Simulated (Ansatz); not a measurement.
I need vertical spin-state energies of CHFOSeSi, SMILES F[SiH]1OC1=[Se]. Use Ansatz 0.2.0 through its Python package. Settings (for the species named): B3LYP, 6-31G* basis, multiplicity 1, D3BJ dispersion.

```xyz
6

F    -1.2644   -1.4158    1.0263
Si    0.0396   -0.4080    0.7458
O     0.7147   -0.6834   -0.7510
C    -0.0359    0.5670   -0.6269
Se   -0.3451    1.7600   -2.2414
H     0.9333    0.1162    1.8010
```

`run_spin.py`:
```python
# -*- coding: utf-8 -*-
'''Vertical spin-state energies of CHFOSeSi.'''

import ansatz as az

BASIS = '6-31G*'
XC = 'b3lyp'
DISPERSION = 'd3bj'

geometry_ang = [
    ('F', (-1.2644, -1.4158, 1.0263)),
    ('Si', (0.0396, -0.408, 0.7458)),
    ('O', (0.7147, -0.6834, -0.751)),
    ('C', (-0.0359, 0.567, -0.6269)),
    ('Se', (-0.3451, 1.76, -2.2414)),
    ('H', (0.9333, 0.1162, 1.801)),
]
chfosesi = az.Crystal.molecule()
for symbol, xyz in geometry_ang:
    chfosesi = chfosesi.atom(symbol, xyz)

base = chfosesi.calculation()
base = base.basis(gaussian=BASIS).functional(XC, dispersion=DISPERSION)
found = {}
for unpaired in [0, 2, 4]:
    report = base.spin('collinear', total=unpaired).run(threads=1, pin='off').report
    s = unpaired / 2
    found[unpaired] = report['free_energy_ev']
    print(f'2S+1 = {unpaired + 1}: E = {found[unpaired]:.5f} eV, <S^2> = {abs(report["mean_field"]["state"]["spin_squared"]):.3f} (pure state {s * (s + 1):.2f})')
lowest = min(found, key=found.get)
for unpaired, e in found.items():
    print(f'multiplicity {unpaired + 1}: {23.060548 * (e - found[lowest]):.1f} kcal/mol above the lowest')
```

Running `python run_spin.py` prints:
```text
2S+1 = 1: E = -79036.38799 eV, <S^2> = 0.000 (pure state 0.00)
2S+1 = 3: E = -79035.18277 eV, <S^2> = 2.007 (pure state 2.00)
2S+1 = 5: E = -79031.19440 eV, <S^2> = 6.006 (pure state 6.00)
multiplicity 1: 0.0 kcal/mol above the lowest
multiplicity 3: 27.8 kcal/mol above the lowest
multiplicity 5: 119.8 kcal/mol above the lowest
```

In order: multiplicity 1 (+0.00 eV), multiplicity 3 (+1.21 eV) and multiplicity 5 (+5.19 eV), all at the one geometry.

Caveats:
- Total energies depend on the basis set; only differences at equal settings carry meaning.
- The geometry is a force-field or estimated start, not a minimum of this method, and the basis set is short of its limit. All parts are taken at fixed geometry, without zero-point energy.
- b3lyp holds the VWN-RPA fit, as in Gaussian; the form of ORCA and Turbomole is b3lyp5.
- Finished in 37 s on 1 thread of Arm Neoverse V1, with other jobs on the host, peak memory 0.39 GiB.

(A comment or docstring line of the script was reworded after the run, the code is as it ran; lines on the test bed's own set-up are left out of the output.)
